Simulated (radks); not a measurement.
**N⁻ held by a Watson sphere**

Aim: the size and levels of N⁻ inside a shell of charge +1 and radius R, which stands for the Madelung well of a crystal, for several R.

Method: non-relativistic Kohn-Sham, r2SCAN, spin-polarised, spherical densities, point nucleus; open shells are filled with parallel spins first. Code: radks (a radial shooting solver on a logarithmic mesh, Libxc functionals) version 1.

## Step 1: The system

| Quantity | Value |
| --- | --- |
| element | nitrogen (Z = 7) |
| charge | -1 |
| electrons | 8 |
| configuration | [He] 2s2 2p4 |

Outer shells as boxes (Hund's rule):

N⁻
```
[He] core
2s [↑↓]
2p [↑↓][↑ ][↑ ]
```

## Step 2: R = 1.71 bohr

Input:

```text
Z 7
configuration [He] 2s2 2p4
relativity non-relativistic
functional r2scan,r2scan
spin polarised
nucleus point
watson charge 1 radius 1.71 bohr
```

## Step 3: R = 1.8 bohr

Changes since step 2:

```diff
@@ -6,2 +6,2 @@
 nucleus point
-watson charge 1 radius 1.71 bohr
+watson charge 1 radius 1.8 bohr
```

## Step 4: R = 2.45 bohr

Changes since step 3:

```diff
@@ -6,2 +6,2 @@
 nucleus point
-watson charge 1 radius 1.8 bohr
+watson charge 1 radius 2.45 bohr
```

## Step 5: R = 2.68 bohr

Changes since step 4:

```diff
@@ -6,2 +6,2 @@
 nucleus point
-watson charge 1 radius 2.45 bohr
+watson charge 1 radius 2.68 bohr
```

## Step 6: R = 3.01 bohr

Changes since step 5:

```diff
@@ -6,2 +6,2 @@
 nucleus point
-watson charge 1 radius 2.68 bohr
+watson charge 1 radius 3.01 bohr
```

## Step 7: R = 3.58 bohr

Changes since step 6:

```diff
@@ -6,2 +6,2 @@
 nucleus point
-watson charge 1 radius 3.01 bohr
+watson charge 1 radius 3.58 bohr
```

**Question.** What will these runs give? Wanted: for each run, R; highest level; its <r>; sum of <r²>.

The runs gave:

| R (bohr) | highest level (eV) | its <r> (bohr) | sum of <r²> (bohr²) |
| --- | --- | --- | --- |
| 1.71 | -5.655 | 1.659 | 16.82 |
| 1.8 | -5.491 | 1.681 | 17.15 |
| 2.45 | -4.322 | 1.836 | 19.29 |
| 2.68 | -3.941 | 1.892 | 19.96 |
| 3.01 | -3.436 | 1.973 | 20.87 |
| 3.58 | -2.692 | 2.126 | 22.38 |

**Reading.** From R = 1.71 to 3.58 bohr the top level moves from -5.655 to -2.692 eV and its mean radius from 1.66 to 2.13 bohr. A wider sphere makes a shallower well, so the ion swells.
